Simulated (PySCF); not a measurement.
# NdCl₂+: ligand-field states

Aim: compute the ligand-field states of NdCl₂+.

Computed with PySCF 2.14.0 and routines of our own; the level stands in each step. Atoms count from 0.

### Step 1. The system as given

3 atoms, charge 1, states of the metal's open shell are computed; geometry from: model geometry, bond lengths from ionic radii.

### Step 2. Ligand-field states: state-averaged CASSCF

Job settings and geometry (Å):

```
{"job": {"kind": "lf", "basis": {"metal": "x2c-TZVPall", "ligand": "x2c-SVPall"}, "nevpt": false}, "charge": 1, "metal": "Nd", "open_shell": "f3"}
Nd     0.000000     0.000000     0.000000
Cl     0.000000     0.000000     2.453000
Cl     0.000000     0.000000    -2.453000
```

Level: state-averaged CASSCF of the metal f shell, state-interaction spin-orbit coupling.

Run with:

```bash
$ OMP_NUM_THREADS=1 python lf_run.py task.json out
```

This one command runs all jobs of the session in turn.

Log:

```text
basis functions 140, electrons 93, active (3e, 7o)
stage 1: DIIS on the effective Fock matrix, level shift 0.30
cycle   1  E = -10541.2320789168  dE = -1.054e+04  max|g| = 8.245e-01
cycle   2  E = -10541.3837116585  dE = -1.516e-01  max|g| = 2.306e-01
cycle   3  E = -10539.0145263612  dE =  2.369e+00  max|g| = 2.897e+00
cycle   4  E = -10540.7078993455  dE = -1.693e+00  max|g| = 1.439e+00
cycle   5  E = -10535.7276804778  dE =  4.980e+00  max|g| = 4.419e+00
cycle   6  E = -10533.4017880773  dE =  2.326e+00  max|g| = 4.347e+00
cycle   7  E = -10533.2831898051  dE =  1.186e-01  max|g| = 2.723e+00
cycle   8  E = -10534.5030985996  dE = -1.220e+00  max|g| = 4.102e+00
cycle   9  E = -10535.1624695116  dE = -6.594e-01  max|g| = 4.370e+00
cycle  10  E = -10535.3323216096  dE = -1.699e-01  max|g| = 4.418e+00
cycle  11  E = -10532.0877351962  dE =  3.245e+00  max|g| = 5.621e+00
cycle  12  E = -10526.8160066860  dE =  5.272e+00  max|g| = 6.944e+00
cycle  13  E = -10525.3742259767  dE =  1.442e+00  max|g| = 7.477e+00
cycle  14  E = -10525.3941222484  dE = -1.990e-02  max|g| = 7.536e+00
cycle  15  E = -10536.9260359878  dE = -1.153e+01  max|g| = 3.552e+00
stage 2: quasi-Newton rotations from the point of smallest gradient
cycle  17  E = -10541.4401821579  dE = -5.647e-02  max|g| = 5.605e-02
cycle  18  E = -10541.4448823563  dE = -4.700e-03  max|g| = 1.598e-02
cycle  19  E = -10541.4451983428  dE = -3.160e-04  max|g| = 4.296e-03
cycle  20  E = -10541.4452220394  dE = -2.370e-05  max|g| = 1.851e-03
cycle  21  E = -10541.4452256998  dE = -3.660e-06  max|g| = 4.262e-04
cycle  22  E = -10541.4452259809  dE = -2.811e-07  max|g| = 1.141e-04
cycle  23  E = -10541.4452260095  dE = -2.865e-08  max|g| = 5.359e-05
cycle  24  E = -10541.4452260119  dE = -2.341e-09  max|g| = 8.667e-06
converged average energy = -10541.4452260119

 mult deg   label        CASSCF/cm-1   NEVPT2/cm-1
   4   2   4Iu                 0.0
   4   2   4Phiu             985.9
   4   2   4Gammau          1115.5
   4   2   4Deltau          1156.1
   4   2   4Hu              1293.5
   4   2   4Piu             1464.2
   4   1   4Sigmau-         1618.8
   4   1   4Sigmau+        14147.5
   4   2   4Piu            14744.1
   2   2   2Hu             14838.7
   2   2   2Piu            14862.1
   2   1   2Sigmau+        14872.8
   2   2   2Deltau         14898.3
   2   2   2Phiu           15000.7
   2   2   2Gammau         15075.3
   4   1   4Sigmau-        15118.1
   4   2   4Deltau         15213.0
   4   2   4Phiu           15705.0
   2   1   2Sigmau-        18991.4
   2   2   2Piu            19065.0
   2   2   2Deltau         19292.7
   2   2   2Phiu           19704.7
   2   2   2Ku             19928.5
   2   2   2Gammau         20347.3
   2   2   2Iu             21150.1
   2   2   2Hu             21918.1
   2   2   2Gammau         22498.4
   2   2   2Phiu           22844.2
   2   2   2Deltau         22964.0
   2   2   2Piu            22989.6
   2   1   2Sigmau+        22994.8
   4   2   4Deltau         23069.9
   4   2   4Piu            23541.9
   4   2   4Phiu           23617.5
   4   2   4Gammau         23651.2
   4   1   4Sigmau-        23972.6
   2   1   2Sigmau-        25652.7
   2   2   2Piu            25776.0
   2   1   2Sigmau+        26018.9
   2   2   2Piu            27441.5
   2   2   2Deltau         27799.5
   2   2   2Lu             32869.3
   2   2   2Iu             33913.5
   2   2   2Ku             33992.0
   2   2   2Hu             34056.9
   2   2   2Gammau         34415.4
   2   2   2Phiu           34692.3
   2   2   2Deltau         34903.0
   2   2   2Piu            35075.2
   2   2   2Iu             35101.5
   2   1   2Sigmau-        35142.4
   2   2   2Hu             36173.8
   4   2   4Deltau         36202.3
   2   2   2Gammau         37172.7
   2   2   2Phiu           37816.3
   2   2   2Deltau         38218.4
   4   2   4Piu            38253.7
   2   2   2Piu            38574.7
   2   1   2Sigmau-        38768.1
   2   2   2Hu             39367.4

spin-orbit levels / cm-1
      0.00  x2  4Iu 0.88 4Hu 0.09
    876.00  x2  4Gammau 0.41 4Phiu 0.39 4Deltau 0.16
    981.32  x2  4Deltau 0.39 4Phiu 0.35 4Piu 0.19
    989.64  x2  4Hu 0.51 4Gammau 0.33 4Phiu 0.11
   1221.08  x2  4Piu 0.47 4Sigmau- 0.27 4Deltau 0.24
   1947.79  x2  4Iu 0.87 4Hu 0.11
   2738.16  x2  4Hu 0.42 4Gammau 0.40 4Phiu 0.10
   2842.73  x2  4Phiu 0.38 4Hu 0.36 4Deltau 0.16
   2910.61  x2  4Gammau 0.42 4Deltau 0.35 4Piu 0.19
   3012.82  x2  4Phiu 0.41 4Piu 0.31 4Sigmau- 0.27
   3065.01  x2  4Deltau 0.41 4Piu 0.41 4Sigmau- 0.17
   3944.72  x2  4Iu 0.91 4Hu 0.09
   4792.86  x2  4Hu 0.52 4Gammau 0.37 4Iu 0.11
   4881.40  x2  4Phiu 0.45 4Hu 0.39 4Gammau 0.14
   4928.96  x2  4Deltau 0.44 4Gammau 0.42 4Hu 0.10
   5008.45  x2  4Piu 0.45 4Phiu 0.39 4Gammau 0.15
   5111.54  x2  4Sigmau- 0.45 4Deltau 0.35 4Phiu 0.19
   5170.58  x2  4Piu 0.63 4Deltau 0.28 4Sigmau- 0.09
   5956.04  x2  4Iu 0.99
   7034.49  x2  4Gammau 0.45 4Phiu 0.44 4Hu 0.10
   7039.40  x2  4Phiu 0.46 4Deltau 0.38 4Gammau 0.14
   7076.97  x2  4Hu 0.90 4Iu 0.09
   7114.59  x2  4Gammau 0.61 4Hu 0.36
   7181.12  x2  4Deltau 0.47 4Piu 0.32 4Phiu 0.18
   7364.72  x2  4Piu 0.49 4Deltau 0.24 4Sigmau- 0.23
   7480.70  x2  4Piu 0.48 4Sigmau- 0.45 4Deltau 0.06
  15614.81  x2  4Sigmau+ 0.45 4Piu 0.36 4Deltau 0.11
  15877.13  x2  2Piu 0.41 2Sigmau+ 0.30 4Piu 0.12
  16018.97  x2  2Deltau 0.49 2Piu 0.21 2Piu 0.11
  16158.00  x2  4Piu 0.33 4Deltau 0.21 4Sigmau+ 0.21
```

It took 17 s on 1 thread of Arm Neoverse V1, shared host; peak memory 0.35 GiB.

Key values:

| quantity | value |
| --- | --- |
| spin-orbit constant ζ | 921 cm⁻¹ |

Powder susceptibility:

| T (K) | χT (cm³ K/mol) | μ(eff) |
| --- | --- | --- |
| 2 | 1.224 | 3.13 |
| 5 | 1.227 | 3.13 |
| 10 | 1.230 | 3.14 |
| 20 | 1.238 | 3.15 |
| 30 | 1.246 | 3.16 |
| 50 | 1.261 | 3.17 |
| 75 | 1.280 | 3.20 |
| 100 | 1.298 | 3.22 |
| 150 | 1.336 | 3.27 |
| 200 | 1.374 | 3.31 |
| 250 | 1.412 | 3.36 |
| 300 | 1.451 | 3.41 |

### Step 3. Ligand-field states: state-averaged CASSCF (bond angle at 170°)

Job settings and geometry (Å):

```
{"job": {"kind": "lf", "basis": {"metal": "x2c-TZVPall", "ligand": "x2c-SVPall"}, "nevpt": false, "reuse": true}, "charge": 1, "metal": "Nd", "open_shell": "f3"}
Nd     0.000000     0.000000     0.000000
Cl     0.213793     0.000000     2.443666
Cl     0.213793     0.000000    -2.443666
```

With the program's defaults for keys left out, this is: state-averaged CASSCF of the metal f shell, state-interaction spin-orbit coupling.

Log:

```text
basis functions 140, electrons 93, active (3e, 7o)
start from the orbitals of the previous structure
stage 1: DIIS on the effective Fock matrix, level shift 0.30
cycle   1  E = -10540.7968343783  dE = -1.054e+04  max|g| = 1.337e+00
cycle   2  E = -10541.3670843366  dE = -5.702e-01  max|g| = 3.473e-01
cycle   3  E = -10540.9866026736  dE =  3.805e-01  max|g| = 1.044e+00
cycle   4  E = -10539.5328713444  dE =  1.454e+00  max|g| = 2.473e+00
cycle   5  E = -10534.1675381547  dE =  5.365e+00  max|g| = 5.030e+00
cycle   6  E = -10523.0465608612  dE =  1.112e+01  max|g| = 7.320e+00
cycle   7  E = -10516.9614603614  dE =  6.085e+00  max|g| = 7.101e+00
cycle   8  E = -10514.1563130753  dE =  2.805e+00  max|g| = 9.471e+00
cycle   9  E = -10512.5223135765  dE =  1.634e+00  max|g| = 8.328e+00
cycle  10  E = -10511.9801143043  dE =  5.422e-01  max|g| = 8.281e+00
cycle  11  E = -10511.9533255367  dE =  2.679e-02  max|g| = 8.728e+00
cycle  12  E = -10514.0322361223  dE = -2.079e+00  max|g| = 9.589e+00
cycle  13  E = -10514.8686085413  dE = -8.364e-01  max|g| = 9.649e+00
cycle  14  E = -10528.0832317154  dE = -1.321e+01  max|g| = 6.320e+00
cycle  15  E = -10536.9258518591  dE = -8.843e+00  max|g| = 3.716e+00
stage 2: quasi-Newton rotations from the point of smallest gradient
cycle  17  E = -10541.4428751439  dE = -7.579e-02  max|g| = 3.945e-02
cycle  18  E = -10541.4459118389  dE = -3.037e-03  max|g| = 1.543e-02
cycle  19  E = -10541.4461673821  dE = -2.555e-04  max|g| = 6.123e-03
cycle  20  E = -10541.4462254289  dE = -5.805e-05  max|g| = 2.023e-03
cycle  21  E = -10541.4462307772  dE = -5.348e-06  max|g| = 5.856e-04
cycle  22  E = -10541.4462315421  dE = -7.649e-07  max|g| = 2.052e-04
cycle  23  E = -10541.4462316061  dE = -6.401e-08  max|g| = 6.575e-05
cycle  24  E = -10541.4462316108  dE = -4.711e-09  max|g| = 2.064e-05
cycle  25  E = -10541.4462316115  dE = -6.767e-10  max|g| = 4.633e-06
converged average energy = -10541.4462316115

 mult deg   label        CASSCF/cm-1   NEVPT2/cm-1
   4   1   4B1                 0.0
   4   1   4A2                 0.0
   4   1   4B2               967.9
   4   1   4A1               967.9
   4   1   4B1              1083.7
   4   1   4A2              1083.7
   4   1   4B1              1132.4
   4   1   4A2              1132.4
   4   1   4B2              1238.6
   4   1   4A1              1238.6
   4   1   4A1              1418.6
   4   1   4B2              1429.5
   4   1   4A2              1569.7
   4   1   4B1             14147.6
   4   1   4A1             14710.3
   4   1   4B2             14725.3
   2   1   2B2             14813.7
   2   1   2A1             14813.7
   2   1   2B2             14837.5
   2   1   2A1             14838.5
   2   1   2B1             14846.6
   2   1   2B1             14874.6
   2   1   2A2             14874.6
   2   1   2B2             14974.4
   2   1   2A1             14974.4
   2   1   2B1             15045.5
   2   1   2A2             15045.5
   4   1   4A2             15091.8
   4   1   4B1             15181.5
   4   1   4A2             15181.5
   4   1   4B2             15679.8
   4   1   4A1             15679.8
   2   1   2A2             18974.7
   2   1   2B2             19045.4
   2   1   2A1             19049.6
   2   1   2B1             19274.5
   2   1   2A2             19274.5
   2   1   2B2             19681.0
   2   1   2A1             19681.0
   2   1   2B2             19946.1
   2   1   2A1             19946.1
   2   1   2B1             20303.7
   2   1   2A2             20303.7
   2   1   2B1             21135.6
   2   1   2A2             21135.6
   2   1   2B2             21887.9
   2   1   2A1             21887.9
   2   1   2B1             22454.9
   2   1   2A2             22454.9
   2   1   2B2             22794.3
   2   1   2A1             22794.3
   2   1   2B1             22917.7
   2   1   2A2             22917.9
   2   1   2B2             22946.3
   2   1   2A1             22949.9
   2   1   2B1             22955.0
   4   1   4B1             23057.0
   4   1   4A2             23057.0
   4   1   4A1             23499.1
   4   1   4B2             23512.8

spin-orbit levels / cm-1
      0.00  x2  4A2 0.44 4B1 0.44 4B2 0.04
    856.07  x2  4B1 0.20 4A2 0.20 4A1 0.19
    953.19  x2  4A1 0.26 4B2 0.26 4B1 0.17
    960.70  x2  4A2 0.19 4B1 0.19 4B2 0.18
   1188.29  x2  4A2 0.27 4B2 0.24 4A1 0.23
   1946.73  x2  4A2 0.43 4B1 0.43 4B2 0.06
   2706.14  x2  4B2 0.21 4A1 0.21 4B1 0.20
   2814.56  x2  4B2 0.19 4A1 0.19 4B2 0.18
   2885.82  x2  4B1 0.21 4A2 0.21 4A2 0.18
   2984.94  x2  4A2 0.27 4B2 0.21 4A1 0.21
   3035.73  x2  4B2 0.21 4B1 0.21 4A2 0.21
   3945.71  x2  4B1 0.45 4A2 0.45 4B2 0.04
   4758.11  x2  4B2 0.26 4A1 0.26 4B1 0.18
   4852.87  x2  4A1 0.22 4B2 0.22 4B2 0.20
   4904.45  x2  4A2 0.22 4B1 0.22 4A2 0.21
   4983.85  x2  4A1 0.23 4B2 0.22 4B2 0.20
   5082.89  x2  4A2 0.45 4A2 0.17 4B1 0.17
   5139.93  x2  4B2 0.32 4A1 0.31 4B1 0.14
   5961.79  x2  4B1 0.49 4A2 0.49
   7011.85  x2  4A1 0.22 4B2 0.22 4B1 0.22
   7022.33  x2  4B2 0.23 4A1 0.23 4B1 0.19
   7033.27  x2  4A1 0.44 4B2 0.44 4A2 0.04
   7080.71  x2  4B1 0.31 4A2 0.31 4B2 0.18
   7158.53  x2  4A2 0.24 4B1 0.24 4A1 0.16
   7332.80  x2  4A1 0.26 4B2 0.23 4A2 0.23
   7443.41  x2  4A2 0.45 4B2 0.25 4A1 0.22
  15606.28  x2  4B1 0.44 4A1 0.18 4B2 0.18
  15862.26  x2  2B1 0.30 2A1 0.21 2B2 0.20
  16000.73  x2  2B1 0.24 2A2 0.24 2B2 0.11
  16142.73  x2  4B1 0.21 4B2 0.17 4A1 0.17
```

Wall time 10 s (1 thread of Arm Neoverse V1, shared host); peak memory 0.36 GiB.

Warnings kept with the result: spin Hamiltonian not valid, low-lying orbital states.

From this job:

| quantity | value |
| --- | --- |
| spin-orbit constant ζ | 921 cm⁻¹ |

Powder susceptibility:

| T (K) | χT (cm³ K/mol) | μ(eff) |
| --- | --- | --- |
| 2 | 1.227 | 3.13 |
| 20 | 1.240 | 3.15 |
| 100 | 1.302 | 3.23 |
| 300 | 1.457 | 3.41 |

### Step 4. Ligand-field states: state-averaged CASSCF (bond angle at 160°)

Job settings and geometry (Å):

```
{"job": {"kind": "lf", "basis": {"metal": "x2c-TZVPall", "ligand": "x2c-SVPall"}, "nevpt": false, "reuse": true}, "charge": 1, "metal": "Nd", "open_shell": "f3"}
Nd     0.000000     0.000000     0.000000
Cl     0.425959     0.000000     2.415733
Cl     0.425959     0.000000    -2.415733
```

Level: state-averaged CASSCF of the metal f shell, state-interaction spin-orbit coupling.

Log:

```text
basis functions 140, electrons 93, active (3e, 7o)
start from the orbitals of the previous structure
stage 1: DIIS on the effective Fock matrix, level shift 0.30
cycle   1  E = -10540.8054918020  dE = -1.054e+04  max|g| = 1.724e+00
cycle   2  E = -10541.3690223825  dE = -5.635e-01  max|g| = 3.155e-01
cycle   3  E = -10540.8848896336  dE =  4.841e-01  max|g| = 1.208e+00
cycle   4  E = -10539.0013717019  dE =  1.884e+00  max|g| = 2.762e+00
cycle   5  E = -10533.5014507525  dE =  5.500e+00  max|g| = 5.327e+00
cycle   6  E = -10523.5881426111  dE =  9.913e+00  max|g| = 6.734e+00
cycle   7  E = -10514.6627195483  dE =  8.925e+00  max|g| = 8.124e+00
cycle   8  E = -10512.1512409094  dE =  2.511e+00  max|g| = 7.342e+00
cycle   9  E = -10512.0144337577  dE =  1.368e-01  max|g| = 8.380e+00
cycle  10  E = -10513.7656090908  dE = -1.751e+00  max|g| = 9.646e+00
cycle  11  E = -10514.5918032882  dE = -8.262e-01  max|g| = 9.830e+00
cycle  12  E = -10515.3803230827  dE = -7.885e-01  max|g| = 9.745e+00
cycle  13  E = -10515.7477826244  dE = -3.675e-01  max|g| = 9.688e+00
cycle  14  E = -10531.3226428039  dE = -1.557e+01  max|g| = 5.329e+00
cycle  15  E = -10538.5138414170  dE = -7.191e+00  max|g| = 6.291e-01
stage 2: quasi-Newton rotations from the point of smallest gradient
cycle  17  E = -10541.4456143790  dE = -7.659e-02  max|g| = 3.622e-02
cycle  18  E = -10541.4486444716  dE = -3.030e-03  max|g| = 1.257e-02
cycle  19  E = -10541.4488760877  dE = -2.316e-04  max|g| = 6.413e-03
cycle  20  E = -10541.4489260428  dE = -4.996e-05  max|g| = 1.556e-03
cycle  21  E = -10541.4489303637  dE = -4.321e-06  max|g| = 6.092e-04
cycle  22  E = -10541.4489310613  dE = -6.976e-07  max|g| = 2.019e-04
cycle  23  E = -10541.4489311235  dE = -6.218e-08  max|g| = 6.566e-05
cycle  24  E = -10541.4489311281  dE = -4.549e-09  max|g| = 2.055e-05
cycle  25  E = -10541.4489311287  dE = -6.039e-10  max|g| = 3.881e-06
converged average energy = -10541.4489311287

 mult deg   label        CASSCF/cm-1   NEVPT2/cm-1
   4   1   4B1                 0.0
   4   1   4A2                 0.0
   4   1   4B2               917.1
   4   1   4A1               917.1
   4   1   4B1               996.5
   4   1   4A2               996.5
   4   1   4A2              1066.0
   4   1   4B1              1066.2
   4   1   4B2              1089.8
   4   1   4A1              1089.8
   4   1   4A1              1293.9
   4   1   4B2              1333.4
   4   1   4A2              1435.9
   4   1   4B1             14148.6
   4   1   4A1             14618.7
   4   1   4B2             14676.1
   2   1   2B2             14744.8
   2   1   2A1             14744.8
   2   1   2B2             14769.8
   2   1   2A1             14772.8
   2   1   2B1             14774.6
   2   1   2B1             14808.8
   2   1   2A2             14808.8
   2   1   2B2             14901.2
   2   1   2A1             14901.2
   2   1   2B1             14962.2
   2   1   2A2             14962.2
   4   1   4A2             15019.5
   4   1   4B1             15095.2
   4   1   4A2             15095.5
   4   1   4B2             15608.2
   4   1   4A1             15608.2
   2   1   2A2             18929.1
   2   1   2B2             18991.4
   2   1   2A1             19008.2
   2   1   2B1             19223.7
   2   1   2A2             19224.4
   2   1   2B2             19614.1
   2   1   2A1             19614.1
   2   1   2B2             19997.0
   2   1   2A1             19997.0
   2   1   2B1             20182.7
   2   1   2A2             20182.7
   2   1   2B1             21097.3
   2   1   2A2             21097.3
   2   1   2B2             21805.1
   2   1   2A1             21805.1
   2   1   2B1             22335.1
   2   1   2A2             22335.1
   2   1   2B2             22656.7
   2   1   2A1             22656.8
   2   1   2B1             22788.0
   2   1   2A2             22790.6
   2   1   2B2             22825.5
   2   1   2A1             22840.3
   2   1   2B1             22845.4
   4   1   4B1             23020.5
   4   1   4A2             23020.8
   4   1   4A1             23375.7
   4   1   4B2             23415.2

spin-orbit levels / cm-1
      0.00  x2  4A2 0.43 4B1 0.43 4A1 0.05
    801.46  x2  4B1 0.21 4A2 0.21 4A1 0.19
    852.90  x2  4B2 0.27 4A1 0.27 4B1 0.16
    903.02  x2  4A2 0.19 4B1 0.19 4B2 0.17
   1098.52  x2  4A2 0.28 4B2 0.24 4A1 0.22
   1944.21  x2  4B1 0.43 4A2 0.43 4B2 0.06
   2618.91  x2  4B2 0.21 4A1 0.21 4B1 0.19
   2738.32  x2  4B2 0.19 4A1 0.19 4B2 0.17
   2817.63  x2  4B1 0.20 4A2 0.20 4A2 0.18
   2908.11  x2  4A2 0.28 4B2 0.20 4A1 0.20
   2956.11  x2  4B2 0.22 4B1 0.20 4A2 0.20
   3949.03  x2  4B1 0.45 4A2 0.45 4B2 0.05
   4664.06  x2  4B2 0.26 4A1 0.26 4B1 0.18
   4775.49  x2  4A1 0.22 4B2 0.22 4B2 0.19
   4837.65  x2  4A2 0.22 4B1 0.22 4A2 0.21
   4916.05  x2  4A1 0.24 4B2 0.21 4B2 0.19
   5003.77  x2  4A2 0.44 4A2 0.17 4B1 0.17
   5056.81  x2  4B2 0.33 4A1 0.28 4B1 0.14
   5978.64  x2  4B1 0.49 4A2 0.49
   6910.88  x2  4A1 0.41 4B2 0.41 4A2 0.05
   6955.50  x2  4B1 0.20 4A2 0.20 4A1 0.20
   6975.00  x2  4B2 0.23 4A1 0.23 4B1 0.19
   6989.77  x2  4B1 0.31 4A2 0.31 4B2 0.17
   7096.26  x2  4A2 0.24 4B1 0.24 4A1 0.16
   7244.14  x2  4A1 0.30 4A2 0.22 4B2 0.19
   7343.31  x2  4A2 0.45 4B2 0.31 4A1 0.17
  15582.82  x2  4B1 0.42 4A1 0.20 4B2 0.18
  15821.93  x2  2B1 0.31 2A1 0.22 2B2 0.19
  15950.16  x2  2B1 0.25 2A2 0.25 2B2 0.12
  16100.43  x2  2A1 0.29 2B2 0.28 2A2 0.09
```

Wall time 11 s (1 thread of Arm Neoverse V1, shared host); peak memory 0.36 GiB.

Warnings kept with the result: spin Hamiltonian not valid, low-lying orbital states.

Key values:

| quantity | value |
| --- | --- |
| spin-orbit constant ζ | 921 cm⁻¹ |

Powder susceptibility:

| T (K) | χT (cm³ K/mol) | μ(eff) |
| --- | --- | --- |
| 2 | 1.232 | 3.14 |
| 20 | 1.247 | 3.16 |
| 100 | 1.313 | 3.24 |
| 300 | 1.476 | 3.44 |

(Part 1 of 2 ends here.)
